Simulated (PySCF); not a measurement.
# GeH2: the cost of one run

Program: PySCF 2.14.0. Level of theory: levels as typed in each script, gas phase, geometry from GFN2-xTB. These are calculated values, not measurements.

## (1) The system as given

3 atoms, charge 0, spin multiplicity 1.

Bond lengths: Ge1–H2 1.608 Å, Ge1–H3 1.608 Å. Angles: H2–Ge1–H3 86.4°.

Geometry (Å):

```
atom    x (Å)    y (Å)   z (Å)
 Ge1   0.0689   0.0000  0.0000
  H2  -1.1026  -1.1010  0.0000
  H3  -1.1025   1.1011  0.0000
```

## (2) Stretching a bond (def2-svp)

Input file input.py:

```python
import numpy as np
from pyscf import gto, scf, mcscf

mol = gto.M(atom='''
Ge     0.06891     0.00000     0.00000
H     -1.10264    -1.10099     0.00000
H     -1.10252     1.10110     0.00000
''', basis='def2-svp', charge=0, spin=0, verbose=4)
# stretch the bond between atoms 1 and 3, from long to short, fragments rigid
a, b, move = 0, 2, [2]
xyz = mol.atom_coords(unit='Angstrom')
u = xyz[b] - xyz[a]
r0 = np.linalg.norm(u)
rows, last, dm_u = [], None, None
for r in [4.23, 3.32, 2.72, 2.34, 2.04, 1.81, 1.66, 1.51, 1.39]:
    new = xyz.copy()
    new[move] += u / r0 * (r - r0)
    m = mol.set_geom_(new, unit='Angstrom', inplace=False)
    rhf = scf.RHF(m).density_fit(auxbasis='def2-universal-jkfit').run()
    uhf = scf.UHF(m).density_fit(auxbasis='def2-universal-jkfit').newton()
    if dm_u is None:
        c = rhf.mo_coeff
        h = m.nelectron // 2 - 1
        ca, cb = c.copy(), c.copy()
        ca[:, h], cb[:, h] = (c[:, h] + c[:, h + 1]) / 2**.5, (c[:, h] - c[:, h + 1]) / 2**.5
        dm_u = np.array([x[:, :h + 1] @ x[:, :h + 1].T for x in (ca, cb)])
    uhf.kernel(dm0=dm_u)
    for _ in range(3):
        c, _, stable, _ = uhf.stability(return_status=True)
        if stable:
            break
        uhf.kernel(c, uhf.mo_occ)
    dm_u = uhf.make_rdm1()
    mc = mcscf.CASSCF(rhf, 2, 2)
    mc.natorb = True
    mc.fix_spin_(ss=0)
    guess = mcscf.addons.make_natural_orbitals(uhf)[1] if last is None else mcscf.project_init_guess(mc, last.mo_coeff, last.mol)
    mc.kernel(guess)
    last = mc
    act = slice(mc.ncore, mc.ncore + mc.ncas)
    print('r %.3f  RHF %.6f  UHF %.6f  <S^2> %.3f  CASSCF %.6f  occupations' % (r, rhf.e_tot, uhf.e_tot, uhf.spin_square()[0], mc.e_tot), mc.mo_occ[act].round(4))
    rows.append((new, rhf.e_tot, uhf.e_tot, uhf.spin_square()[0], mc.e_tot, mc.mo_occ[act], mc.mo_coeff[:, act], dm_u[0] - dm_u[1], rhf.converged and uhf.converged and mc.converged))
    np.savez('result.npz', **{k: [row[i] for row in rows] for i, k in enumerate('xyz rhf uhf s2 cas occ c spin ok'.split())})
```

Launch:

```console
> OMP_NUM_THREADS=1 python input.py
```

Q: Estimate wall time and peak memory on 1 thread of Intel Xeon 6975P-C (Granite Rapids), shared host.

About 11 s, with a peak of 0.17 GiB.
